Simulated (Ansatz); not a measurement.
Crystal: Ti3Se.

```
Se Ti
1.0
     3.19745    0.00000    0.00000
    -1.59872    2.76907    0.00000
     0.00000    0.00000    7.94275
Se Ti
1 3
Direct
  0.00000 0.00000 0.00000
  0.66667 0.33333 0.50000
  0.33333 0.66667 0.77290
  0.33333 0.66667 0.22710
```

The cell comes from a database or a generator and needn't be the stable form of this composition.

```yaml
Program: Ansatz 0.2.0
Task: single point
Functional: PBEsol
Potentials_or_basis: all-electron LAPW, scalar-relativistic
Cutoff: 266 eV (chosen from the basis error)
Basis_error_allowed: 0.001 eV/atom
k_mesh: 10 × 10 × 4
Occupations: fermi-dirac, width 0.05 eV
Spin: no spin polarisation
```

On this cell: pressure -4.5 GPa; largest force 0.097 eV/Å; band gap on the k mesh none (metal or under the smearing width).

The same run follows on a disturbed copy (atoms moved at random, drawn with an rms of 0.05 Å):

```
CELL_PARAMETERS angstrom
3.19745 0.00000 0.00000
-1.59872 2.76907 0.00000
0.00000 0.00000 7.94275
ATOMIC_POSITIONS crystal
Se 0.99885 0.00647 0.00364
Ti 0.64870 0.33556 0.49647
Ti 0.33987 0.68278 0.77849
Ti 0.33023 0.67526 0.22373
```

Question: What does the disturbed cell give?

Answer: The energy (extrapolated to zero smearing) moves by +5.3 meV/atom; pressure -3.9 GPa; largest force 0.366 eV/Å; band gap on the k mesh none (metal or under the smearing width).

Forces in eV/Å, atoms in the order of the input:
```
Se   0.000  0.119 -0.247
Ti   0.098  0.060  0.300
Ti  -0.104 -0.147 -0.318
Ti   0.007 -0.032  0.265
```

Stress tensor (GPa, compression positive):
```
-3.93 -0.44  0.22
-0.44 -3.77  0.19
 0.22  0.19 -3.86
```
